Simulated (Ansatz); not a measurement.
Set up this calculation in Ansatz 0.2.0, as the native input.

- Task: relaxation of cell and atoms
- Functional: PBE
- Potentials or basis: Ansatz PAW
- Cutoff: 420 eV (not typed: the program's choice for these potentials)
- k mesh: 6 × 6 × 6
- Occupations: fermi-dirac, width 0.05 eV
- Spin: no spin polarisation
- Target pressure: 20 GPa
- Target pressure (GPa): 20

The system is RbGeN.

```
Rb Ge N
1.0
    -2.53485    2.53485    6.38172
     2.53485   -2.53485    6.38172
     2.53485    2.53485   -6.38172
Rb Ge N
2 2 2
Direct
  0.55039 0.55039 0.00000
  0.30039 0.80039 0.50000
  0.02994 0.02994 0.00000
  0.77994 0.27994 0.50000
  0.16558 0.16558 0.00000
  0.91558 0.41558 0.50000
```

The cell was built by a generator and needn't be a form met in nature.

One way to write it, as run:

input.yaml

```yaml
crystal:
  lattice:
    - [-2.53485, 2.53485, 6.38172]
    - [2.53485, -2.53485, 6.38172]
    - [2.53485, 2.53485, -6.38172]
  atoms:
    - { symbol: Rb, position: [0.55039, 0.55039, 0.0] }
    - { symbol: Rb, position: [0.30039, 0.80039, 0.5] }
    - { symbol: Ge, position: [0.02994, 0.02994, 0.0] }
    - { symbol: Ge, position: [0.77994, 0.27994, 0.5] }
    - { symbol: "N", position: [0.16558, 0.16558, 0.0] }
    - { symbol: "N", position: [0.91558, 0.41558, 0.5] }
hamiltonian:
  xc: pbe
  pseudopotentials: { kind: paw }
kpoints:
  mp_grid: { grid: [6, 6, 6] }
scf:
  occupations: { method: fermi_dirac, width: 0.05 }
output:
  forces: true
  stress: true
  eigenvalues: true
  write_density: true
  write_potential: true
  elf: true
  volumetric_format: npy
relax:
  f_tol: 0.01
  max_steps: 40
  cell: { stress_tol: 0.05, p_target: 20.0 }
```

Potentials or basis: Ansatz PAW.

Run with:

```bash
$ ansatz run input.yaml --threads 2 --pin off --max-ram 5632MiB --backend cpu --events-out ev --progress --plain --runs-dir out
```

Results of the run:

- Relaxed volume: 16.59 Å³/atom
- Relaxed cell: a = 6.386 Å, b = 6.386 Å, c = 6.386 Å, α = 141.64°, β = 141.64°, γ = 55.37°
- Space group after relaxing (to 0.05 Å): I4_1md (No. 109)
- Energy change on relaxing (the enthalpy is what falls): +393.8 meV/atom
- Ionic steps: 11
- Pressure after relaxing: 20.0 GPa
- Band gap on the k mesh: 0.64 eV, indirect (least direct gap 0.90 eV)

Caveat: the volume moved by over 15 % at a fixed basis, so the end points are rough; the plane-wave basis is chosen anew once the cell has moved, so the energies of steps on either side of that aren't comparable.

Wall time 84 s on 2 threads of AMD EPYC 7R13 Processor (Zen 3), with other jobs on the host, peak memory 0.56 GiB.
